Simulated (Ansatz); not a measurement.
# H6S2Si2: the cost of one run

All numbers below are computed with Ansatz 0.2.0 (UKS B3LYP-D4/STO-3G).

### 1 The system as given

Bond lengths: Si1–S2 2.524 Å, Si1–S3 2.079 Å, Si1–H5 1.461 Å, Si1–Si6 2.322 Å, S2–H7 1.326 Å, Si6–H8 1.465 Å, Si6–H9 1.465 Å, Si6–H10 1.464 Å. Angles: Si1–S2–H7 95.3°, S2–Si1–S3 88.9°, S2–Si1–H5 94.7°, S2–Si1–Si6 105.7°, S3–Si1–H5 115.3°, S3–Si1–Si6 122.8°, H5–Si1–Si6 118.0°, Si1–Si6–H8 111.7°, Si1–Si6–H9 111.0°, Si1–Si6–H10 108.0°, H8–Si6–H9 107.9°, H8–Si6–H10 109.4°, H9–Si6–H10 108.8°.

As a file:

```xyz
10

Si   -0.5749   -0.3752   -0.6877
S     1.1730    1.2102   -1.5837
S     0.5117   -1.9598   -1.4813
H     1.4264   -0.5132   -2.0092
H    -1.6466    0.1353   -1.5396
Si   -0.6984    0.0498    1.5920
H     2.0066    1.0615   -0.5627
H    -0.7192    1.4869    1.8749
H     0.4474   -0.5304    2.2966
H    -1.9260   -0.5651    2.1008
```

### 2 Run 1

150 steps of 0.5 fs at constant energy, with velocities drawn for 1000 K.

input.yaml

```yaml
crystal:
  periodic: [false, false, false]
  atoms:
    - { symbol: Si, position_ang: [-0.5749, -0.3752, -0.6877] }
    - { symbol: S, position_ang: [1.173, 1.2102, -1.5837] }
    - { symbol: S, position_ang: [0.5117, -1.9598, -1.4813] }
    - { symbol: H, position_ang: [1.4264, -0.5132, -2.0092] }
    - { symbol: H, position_ang: [-1.6466, 0.1353, -1.5396] }
    - { symbol: Si, position_ang: [-0.6984, 0.0498, 1.592] }
    - { symbol: H, position_ang: [2.0066, 1.0615, -0.5627] }
    - { symbol: H, position_ang: [-0.7192, 1.4869, 1.8749] }
    - { symbol: H, position_ang: [0.4474, -0.5304, 2.2966] }
    - { symbol: H, position_ang: [-1.926, -0.5651, 2.1008] }
magnetization:
  spin_polarized: true
basis:
  gaussian: { orbitals: STO-3G }
hamiltonian:
  xc: b3lyp
  dispersion: d4
md:
  timestep: 0.5
  n_steps: 150
  ensemble: nve
  temperature: 1000.0
  initial_velocities: maxwell_boltzmann
  seed: 692851
```

The run is started by

```sh
$ ansatz run input.yaml --threads 1 --pin off --max-ram 2048MiB --backend cpu --events-out ev --progress --plain --runs-dir out
```

What time and memory should one allow on 1 thread of Arm Neoverse V1, shared host?

About 8.5 min, with a peak of 0.15 GiB.
